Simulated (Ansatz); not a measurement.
# GaP₂H (triplet): wave-function methods side by side, cc-pVDZ

The task here is to estimate one member of a computed series from the others.

The runs use Ansatz 0.2.0, Gaussian basis; cc-pVDZ, core rule «outside noble gas», up to 24 orbitals frozen.

To be run: UHF; CCSD(T) on ROHF; CCSD(T) on UHF; BCCD(T) on ROHF; CISD; CCSDT(Q) on ROHF; CCSDT(Q) on UHF.

23 further runs of the same task are left out: 5 for a known fault of the program, 7 that didn't finish, 11 set aside as unsound or not needed.

### The system

The geometry is a PBE0/def2-TZVP stationary point (not a proven minimum) of the parent state, kept for this charge and spin. No spin-orbit coupling is included. The filled d shell of Ga may be among the frozen orbitals whatever the setting's name suggests; the logs give the count.

4 atoms, charge 0, spin multiplicity 3.

Atoms are counted from 1 here; the program's logs count them from 0.

Bond lengths: Ga1–P2 2.530 Å, Ga1–P3 2.598 Å, P2–P3 2.012 Å, P3–H4 1.430 Å. Angles: P2–Ga1–P3 46.2°, Ga1–P2–P3 68.7°, Ga1–P3–P2 65.1°, Ga1–P3–H4 171.4°, P2–P3–H4 106.3°.

As a file:

```xyz
4
charge 0, multiplicity 3
Ga    0.0000   -0.0766    1.1273
P     0.0000    1.1042   -1.1100
P     0.0000   -0.8949   -1.3383
H     0.0000   -1.1368   -2.7477
```

Set-up of the first run:

in.yaml

```yaml
crystal:
  periodic: [false, false, false]
  atoms:
    - {symbol: Ga, position_ang: [0.000000, -0.076559, 1.127333]}
    - {symbol: P, position_ang: [0.000000, 1.104224, -1.109985]}
    - {symbol: P, position_ang: [0.000000, -0.894896, -1.338266]}
    - {symbol: H, position_ang: [0.000000, -1.136760, -2.747692]}
basis:
  gaussian: {orbitals: cc-pVDZ}
magnetization: {spin_polarized: true, initial_magnetization: 2}
hamiltonian: {xc: hf}
output: {orbitals: {seedname: orbitals}}
```

Command:

```bash
> ansatz run in.yaml --threads 1 --pin off --events-out ev --progress --plain --max-ram 2393MiB
```

Among the steps run: UHF; CCSD(T) on ROHF; CCSD(T) on UHF; BCCD(T) on ROHF; CISD; CCSDT(Q) on ROHF; CCSDT(Q) on UHF.

One table of the session follows, with a row left open; its other results are not shown here.

| method | from UCCSDT(Q) (kcal/mol) |
| --- | --- |
| ROHF | +201.48 |
| UHF | +193.61 |
| RMP2 | +32.51 |
| UMP2 | +35.49 |
| RCCSD | +10.46 |
| UCCSD | ? |
| RCCSD(T) | +1.79 |
| UCCSD(T) | +1.85 |
| BCCD(T) | +1.77 |
| RCCSDT | +0.84 |
| UCCSDT | +0.77 |
| RCCSDT(Q) | +0.08 |
| UCCSDT(Q) | 0 |

**Question.** Estimate the row for UCCSD.

**Answer.** from UCCSDT(Q) (kcal/mol): +10.10. In the column «from UCCSDT(Q) (kcal/mol)» it lies between UCCSD(T) (+1.85) and RCCSD (+10.46).

Not comparable, so not listed: CISD (they don't share determinant, frozen orbitals or solution with the rows shown, or repeat one).

Caveats from the session: Restricted and unrestricted rows rest on different reference determinants; where their highest levels disagree by more than a few hundredths of an eV, they describe different states and don't form one ladder.
